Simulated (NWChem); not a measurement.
# One shape, several levels: C2HClF2Si (SMILES C#C[Si](F)(F)Cl)

Aim: a comparison of 3 runs (HF/STO-3G, HF/3-21G, B3LYP/6-31G*) of C2HClF2Si. 

Program for the calculation: NWChem 7.3.0.

## Step 1: The structure to begin with

C2HClF2Si has 7 atoms, charge 0, and is taken as a singlet. SMILES: `C#C[Si](F)(F)Cl`. The coordinates come from a PBE0-D4/def2-TZVP relaxation.

Bond lengths: C1–C2 1.204 Å, C2–Si3 1.796 Å, Si3–F4 1.574 Å, Si3–F5 1.574 Å, Si3–Cl6 2.013 Å, C1–H7 1.067 Å. Angles: C1–C2–Si3 179.2°, C2–Si3–F4 110.0°, C2–Si3–F5 110.0°, C2–Si3–Cl6 111.5°, F4–Si3–F5 107.4°, F4–Si3–Cl6 108.9°, F5–Si3–Cl6 108.9°, C2–C1–H7 179.9°.

## Step 2: Energy and gradient at HF/STO-3G (run 1)

c2hclf2si.xyz reads:

```xyz
7

C      0.494000    -1.811500     0.694800
C      0.205700    -0.737500     0.233500
Si    -0.226600     0.873200    -0.432400
F     -1.481300     0.747400    -1.374400
F      0.960500     1.432900    -1.301300
Cl    -0.640500     2.191300     1.032200
H      0.749500    -2.763800     1.101800
```

run.py reads:

```python
from ase.io import read
from ase.calculators.nwchem import NWChem

system = read('c2hclf2si.xyz')

calc = NWChem(
    label='c2hclf2si',
    theory='scf',
    memory='2200 mb',
    basis='STO-3G',
    basispar='spherical bse',
    scf={'nopen': '0', 'rhf': None, 'thresh': '1e-08', 'maxiter': '80'},
)
system.calc = calc

forces = system.get_forces()
e = system.get_potential_energy()
print(f"E = {e:.6f} eV")
print("forces (eV/A):")
for s, f in zip(system.symbols, forces):
    print(f"{s:2s} {f[0]:10.5f} {f[1]:10.5f} {f[2]:10.5f}")
print("dipole (e A):", system.get_dipole_moment().round(4))
```

Started as:

```console
$ export ASE_NWCHEM_COMMAND="nwchem PREFIX.nwi > PREFIX.nwo"
$ python run.py
```

Standard output:

```text
E = -27529.260880 eV
forces (eV/A):
C    -1.04346    3.88499   -1.68829
C     0.99841   -3.74060    1.84600
Si    0.46388   -1.59486   -0.56132
F    -0.73822    0.02602   -0.51710
F     0.64447    0.41415   -0.47571
Cl   -0.36319    1.14975    1.35106
H     0.03810   -0.13941    0.04530
dipole (e A): [ 0.1373 -0.4762 -0.1172]
```

The calculator wrote c2hclf2si.nwi:

```
title "c2hclf2si"

permanent_dir c2hclf2si

scratch_dir c2hclf2si

start c2hclf2si

geometry units angstrom nocenter noautosym noautoz
  C  4.9399999999999999e-01 -1.8115000000000001e+00 6.9479999999999997e-01
  C  2.0569999999999999e-01 -7.3750000000000004e-01 2.3350000000000001e-01
  Si -2.2660000000000000e-01 8.7319999999999998e-01 -4.3240000000000001e-01
  F  -1.4813000000000001e+00 7.4739999999999995e-01 -1.3744000000000001e+00
  F  9.6050000000000002e-01 1.4329000000000001e+00 -1.3012999999999999e+00
  Cl -6.4049999999999996e-01 2.1913000000000000e+00 1.0322000000000000e+00
  H  7.4950000000000006e-01 -2.7637999999999998e+00 1.1017999999999999e+00
end

memory 2200 mb

basis spherical bse noprint
   * library STO-3G
end

scf
  nopen 0
  rhf
  thresh 1e-08
  maxiter 80
end

task scf gradient
```

c2hclf2si.nwo, shortened:

```text
[...]
      One-electron energy =  -2104.976220035639
[... 1 line left out ...]
 Nuclear repulsion energy =    350.379297402906
[... 47 lines left out ...]
                       ROHF Final Molecular Orbital Analysis
[... 226 lines left out ...]
                              NWChem Gradients Module
[...]
  wavefunction    =   RHF
                         RHF ENERGY GRADIENTS
    atom               coordinates                        gradient
                 x          y          z           x          y          z
   1 C       0.933525  -3.423239   1.312982    0.020292  -0.075551   0.032832
   2 C       0.388717  -1.393673   0.441251   -0.019416   0.072743  -0.035899
   3 Si     -0.428212   1.650109  -0.817118   -0.009021   0.031015   0.010916
   4 F      -2.799251   1.412381  -2.597239    0.014356  -0.000506   0.010056
   5 F       1.815082   2.707788  -2.459100   -0.012533  -0.008054   0.009251
   6 Cl     -1.210369   4.140957   1.950575    0.007063  -0.022359  -0.026274
   7 H       1.416350  -5.222825   2.082100   -0.000741   0.002711  -0.000881
[...]
```

Wall time 5.4 s (1 thread of Intel Xeon Platinum 8488C (Sapphire Rapids), shared host); peak memory 0.096 GiB.

## Step 3: Energy and gradient at HF/3-21G (run 2)

c2hclf2si.xyz is that of step 2.

run.py, as its differences from that of step 2:

```diff
@@ -9,3 +9,3 @@
     memory='2200 mb',
-    basis='STO-3G',
+    basis='3-21G',
     basispar='spherical bse',
@@ -16,4 +16,3 @@
 forces = system.get_forces()
-e = system.get_potential_energy()
-print(f"E = {e:.6f} eV")
+print("Total energy (eV):", round(system.get_potential_energy(), 6))
 print("forces (eV/A):")
```

Started as:

```console
$ export ASE_NWCHEM_COMMAND="nwchem PREFIX.nwi > PREFIX.nwo"
$ python run.py
```

Standard output:

```text
Total energy (eV): -27715.51216
forces (eV/A):
C    -0.20831    0.77961   -0.42480
C     0.49977   -1.88323    1.05204
Si    0.43626   -1.54780   -0.08408
F    -1.18188    0.01584   -1.03482
F     1.05657    0.64422   -0.96771
Cl   -0.46491    1.47808    1.67009
H    -0.13755    0.51324   -0.21073
dipole (e A): [ 0.1886 -0.6964  0.2376]
```

The calculator wrote c2hclf2si.nwi:

```
title "c2hclf2si"

permanent_dir c2hclf2si

scratch_dir c2hclf2si

start c2hclf2si

geometry units angstrom nocenter noautosym noautoz
  C  4.9399999999999999e-01 -1.8115000000000001e+00 6.9479999999999997e-01
  C  2.0569999999999999e-01 -7.3750000000000004e-01 2.3350000000000001e-01
  Si -2.2660000000000000e-01 8.7319999999999998e-01 -4.3240000000000001e-01
  F  -1.4813000000000001e+00 7.4739999999999995e-01 -1.3744000000000001e+00
  F  9.6050000000000002e-01 1.4329000000000001e+00 -1.3012999999999999e+00
  Cl -6.4049999999999996e-01 2.1913000000000000e+00 1.0322000000000000e+00
  H  7.4950000000000006e-01 -2.7637999999999998e+00 1.1017999999999999e+00
end

memory 2200 mb

basis spherical bse noprint
   * library 3-21G
end

scf
  nopen 0
  rhf
  thresh 1e-08
  maxiter 80
end

task scf gradient
```

c2hclf2si.nwo, shortened:

```text
[...]
      One-electron energy =  -2107.604473076712
[... 1 line left out ...]
 Nuclear repulsion energy =    350.379297402906
[... 49 lines left out ...]
                       ROHF Final Molecular Orbital Analysis
[... 237 lines left out ...]
                              NWChem Gradients Module
[...]
  wavefunction    =   RHF
                         RHF ENERGY GRADIENTS
    atom               coordinates                        gradient
                 x          y          z           x          y          z
   1 C       0.933525  -3.423239   1.312982    0.004051  -0.015161   0.008261
   2 C       0.388717  -1.393673   0.441251   -0.009719   0.036623  -0.020459
   3 Si     -0.428212   1.650109  -0.817118   -0.008484   0.030100   0.001635
   4 F      -2.799251   1.412381  -2.597239    0.022984  -0.000308   0.020124
   5 F       1.815082   2.707788  -2.459100   -0.020547  -0.012528   0.018819
   6 Cl     -1.210369   4.140957   1.950575    0.009041  -0.028744  -0.032478
   7 H       1.416350  -5.222825   2.082100    0.002675  -0.009981   0.004098
[...]
```

Run time: 6.3 s. Hardware: 1 thread of Intel Xeon Platinum 8488C (Sapphire Rapids), shared host; peak memory 0.094 GiB.

## Step 4: Energy and gradient at B3LYP/6-31G(d) (Cartesian functions) (run 3)

a.nw reads:

```
start a
memory 2200 mb

geometry units angstroms noautosym nocenter noautoz
  C     0.494000   -1.811500    0.694800
  C     0.205700   -0.737500    0.233500
  Si   -0.226600    0.873200   -0.432400
  F    -1.481300    0.747400   -1.374400
  F     0.960500    1.432900   -1.301300
  Cl   -0.640500    2.191300    1.032200
  H     0.749500   -2.763800    1.101800
end

basis cartesian
  * library 6-31G*
end

dft
  xc b3lyp
  grid fine
  convergence energy 1e-08
  maxiter 100
  mulliken
end

task dft gradient
```

Started as:

```console
$ nwchem a.nw > a.out
```

Standard output:

```text
[...]
          Wavefunction type:  closed shell.
          No. of atoms     :     7
          No. of electrons :    62
[...]
          Charge           :     0
          Spin multiplicity:     1
[...]
          AO basis - number of functions:   100
[...]
              XC Information
              --------------
                         B3LYP Method XC Potential
                     Hartree-Fock (Exact) Exchange  0.200
                        Slater Exchange Functional  0.800 local
                    Becke 1988 Exchange Functional  0.720 non-local
              Lee-Yang-Parr Correlation Functional  0.810
                  VWN I RPA Correlation Functional  0.190 local
[...]
 d= 0,ls=0.0,diis     1  -1026.1942366271 -1.38D+03  1.76D-02  1.16D+00     2.8
[...]
 d= 0,ls=0.0,diis    11  -1026.3030483203 -1.42D-09  1.79D-07  6.52D-10    24.9
         Total DFT energy =    -1026.303048320324
      One electron energy =    -2115.682796291650
           Coulomb energy =      820.459867445196
    Exchange-Corr. energy =      -81.459416876776
 Nuclear repulsion energy =      350.379297402906
[...]
      Total Density - Mulliken Population Analysis
     ---------------------------------------------
    Atom       Charge   Shell Charges
 -----------   ------   -------------------------------------------------------
    1 C    6     6.09   1.99  0.73  1.97  0.57  0.83 -0.00
    2 C    6     6.14   1.99  0.70  2.03  0.82  0.62 -0.02
    3 Si  14    13.13   2.00  1.99  5.96  0.98  1.55  0.02  0.29  0.34
    4 F    9     9.33   1.99  0.96  3.33  0.91  2.06  0.08
    5 F    9     9.33   1.99  0.96  3.33  0.91  2.06  0.08
    6 Cl  17    17.20   2.00  1.99  5.97  1.46  3.66  0.53  1.61 -0.02
    7 H    1     0.78   0.51  0.27
[...]
  wavefunction    = closed shell
                         DFT ENERGY GRADIENTS
    atom               coordinates                        gradient
                 x          y          z           x          y          z
   1 C       0.933525  -3.423239   1.312982   -0.004012   0.014977  -0.006372
   2 C       0.388717  -1.393673   0.441251    0.003977  -0.014796   0.005759
   3 Si     -0.428212   1.650109  -0.817118   -0.002712   0.010434  -0.007087
   4 F      -2.799251   1.412381  -2.597239    0.012418   0.001152   0.008669
   5 F       1.815082   2.707788  -2.459100   -0.011665  -0.005611   0.007949
   6 Cl     -1.210369   4.140957   1.950575    0.002350  -0.007474  -0.008421
   7 H       1.416350  -5.222825   2.082100   -0.000357   0.001318  -0.000497
[...]
```

Wall time 36 s (1 thread of Intel Xeon Platinum 8488C (Sapphire Rapids), shared host); peak memory 0.12 GiB.

## Step 5: All runs side by side

| run | level | Cartesian functions | iteration cap | energy (Eh) | dipole moment (D) | HOMO energy (eV) | LUMO energy (eV) | wall time |
| --- | --- | --- | --- | --- | --- | --- | --- | --- |
| 1 | HF/STO-3G | no | 80 | -1011.681686 | 2.45 | -10.00 | 8.08 | 5.4 s |
| 2 | HF/3-21G | no | 80 | -1018.526294 | 3.65 | -12.33 | 3.16 | 6.3 s |
| 3 | B3LYP/6-31G* (Cartesian functions) | yes | 100 | -1026.303048 | 2.44 | -8.58 | -0.68 | 36 s |

## Step 6: Summary of results

| quantity | value |
| --- | --- |
| run 3: total energy | -1026.30305 Eh |
| run 3: dipole moment | 2.44 D |
| run 3: HOMO energy | -8.58 eV |
| run 3: LUMO energy | -0.68 eV |
| run 3: HOMO–LUMO gap | 7.90 eV |
| run 3: largest force on an atom | 0.862 eV/Å |

The dipole moment (its size) runs from 2.44 D (B3LYP/6-31G*) to 3.65 D (HF/3-21G). The two ends differ in method and basis. The HOMO–LUMO gap runs from 7.90 eV (B3LYP/6-31G*) to 18.07 eV (HF/STO-3G). In run 1 the basis is minimal, so the values are rough. All runs together took 47 s, the longest 36 s.
